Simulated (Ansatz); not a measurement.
# BH5O2Si, SMILES OB[SiH2]O: an atomisation energy

Computed with Ansatz 0.2.0 through its Python package.

The cells in order, each with its output:

In [1]:
```python
from collections import Counter

import ansatz as az
```

In [2]:
```python
def total_energy(molecule, charge=0, unpaired=0):
    calc = molecule.calculation().basis(gaussian='def2-SVP').functional('PBE')
    if charge:
        calc = calc.charge(charge)
    if unpaired:
        calc = calc.spin('collinear', total=unpaired)
    report = calc.run(threads=1, backend='cpu').report
    if report['published_state_doubts']:
        print('  doubts:', report['published_state_doubts'])
    return report['free_energy_ev']
```

In [3]:
```python
GEOMETRY = '''
O    -1.71850   -0.48000    1.32980
B    -1.16230    0.21940    0.16430
Si    0.70770    0.02380   -0.19060
O     1.04330   -0.69740   -1.71620
H    -1.69790    0.22250    2.03150
H    -1.82410    0.88430   -0.56770
H     1.40770    1.34800   -0.15680
H     1.37650   -0.80880    0.85890
H     1.95610   -0.75810   -1.77020
'''
```

In [4]:
```python
mol = az.Crystal.molecule()
for line in GEOMETRY.strip().splitlines():
    symbol, *xyz = line.split()
    mol = mol.atom(symbol, [float(v) for v in xyz])
```

In [5]:
```python
# Hund ground states
unpaired = {'O': 2, 'B': 1, 'Si': 2, 'H': 1}
counts = Counter(site.symbol for site in mol.cartesian_sites)
atom_energy = {s: total_energy(az.Crystal.molecule().atom(s, (0, 0, 0)), 0, unpaired[s]) for s in counts}
whole = total_energy(mol, 0, 0)
for s, e in atom_energy.items():
    print(f'{s:2s} x{counts[s]}  {e:14.5f} eV')
print(f'BH5O2Si: {whole:.5f} eV')
split = sum(counts[s] * e for s, e in atom_energy.items()) - whole
print(f'atomisation energy (no zero-point term): {96.485332 * split:.1f} kJ/mol, {split / sum(counts.values()):.3f} eV an atom')
```
```text
O  x2     -2038.53202 eV
B  x1      -668.89754 eV
Si x1     -7867.46925 eV
H  x5       -13.56840 eV
BH5O2Si: -12713.76206 eV
atomisation energy (no zero-point term): 3134.7 kJ/mol, 3.610 eV an atom
```

3134.7 kJ/mol from the electronic energies, without the zero-point term.

What to keep in mind:
- Total energies depend on the basis set; only differences at equal settings carry meaning.
- The geometry is a force-field or estimated start, not a minimum of this method, and the basis set is short of its limit. All parts are taken at fixed geometry, without zero-point energy.
- This functional overbinds, so such energies come out a few per cent too high (LDA far more).
- Hardware and time: 3 s on 1 thread of Arm Neoverse V1 (shared host), peak memory 0.17 GiB.

(Lines on the test bed's own set-up are left out of the output.)
